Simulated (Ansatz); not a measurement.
# CH₇BSSi: how energies converge with the basis set

Aim: see how fast density functionals converge with the basis set for CH₇BSSi.

Method: one geometry, several basis sets; program: Ansatz 0.2.0, Gaussian basis.

The runs, in order: PBE0-D4/def2-SVP; ωB97M-V/def2-SVP; PBE0-D4/def2-QZVPP; ωB97M-V/def2-QZVPP; the functionals' def2-TZVPP values are taken from earlier runs.

## 1. Structure used throughout

All runs share one geometry, relaxed beforehand with PBE0-D4 in a triple-zeta def2 set.

SMILES `BC[SiH2]S`, 11 atoms, charge 0, spin multiplicity 1.

Atoms are counted from 1 here; the program's logs count them from 0.

Bond lengths: B1–C2 1.535 Å, B1–H5 1.198 Å, B1–H6 1.198 Å, C2–Si3 1.889 Å, C2–H7 1.094 Å, C2–H8 1.095 Å, Si3–S4 2.139 Å, Si3–H9 1.485 Å, Si3–H10 1.483 Å, S4–H11 1.344 Å. Angles: C2–B1–H5 120.6°, C2–B1–H6 120.7°, H5–B1–H6 118.6°, B1–C2–Si3 108.0°, B1–C2–H7 114.9°, B1–C2–H8 114.2°, Si3–C2–H7 104.4°, Si3–C2–H8 103.9°, H7–C2–H8 110.4°, C2–Si3–S4 111.6°, C2–Si3–H9 109.7°, C2–Si3–H10 111.5°, S4–Si3–H9 110.4°, S4–Si3–H10 103.8°, H9–Si3–H10 109.7°, Si3–S4–H11 94.8°.

## 2. PBE0-D4 in def2-SVP

File in.yaml:

```yaml
crystal:
  periodic: [false, false, false]
  atoms:
    - {symbol: B, position_ang: [-1.059815, 1.541259, 0.012740]}
    - {symbol: C, position_ang: [-0.724353, 0.110857, -0.433055]}
    - {symbol: Si, position_ang: [0.963949, -0.341980, 0.283360]}
    - {symbol: S, position_ang: [1.648821, -2.232281, -0.446301]}
    - {symbol: H, position_ang: [-0.737073, 2.479746, -0.657545]}
    - {symbol: H, position_ang: [-1.589114, 1.745378, 1.067843]}
    - {symbol: H, position_ang: [-0.604539, -0.019094, -1.512322]}
    - {symbol: H, position_ang: [-1.394911, -0.654678, -0.028367]}
    - {symbol: H, position_ang: [0.890310, -0.356714, 1.765979]}
    - {symbol: H, position_ang: [2.013476, 0.609296, -0.156735]}
    - {symbol: H, position_ang: [0.658649, -2.938889, 0.125102]}
basis:
  gaussian: {orbitals: def2-SVP}
hamiltonian: {xc: pbe0, dispersion: d4}
output: {orbitals: {seedname: orbitals}}
```

On the command line:

```bash
ansatz run in.yaml --threads 2 --pin off --events-out ev --progress --plain --max-ram 4352MiB
```

Further steps of the session: ωB97M-V in def2-SVP; PBE0-D4 in def2-QZVPP; ωB97M-V in def2-QZVPP.

Q: Predict the results of all the runs planned. Wanted: PBE0-D4: double and triple zeta above quadruple; ωB97M-V: double and triple zeta above quadruple.

The runs gave:

```
                                       quantity          value
PBE0-D4: double and triple zeta above quadruple  9.28, 0.71 eV
ωB97M-V: double and triple zeta above quadruple  9.41, 0.67 eV
```

In words: For PBE0-D4 the step from double to triple zeta gains 8.57 eV and the next only 0.71 eV. These are total energies; as a rule much of such shifts cancels in differences, which this series doesn't test.
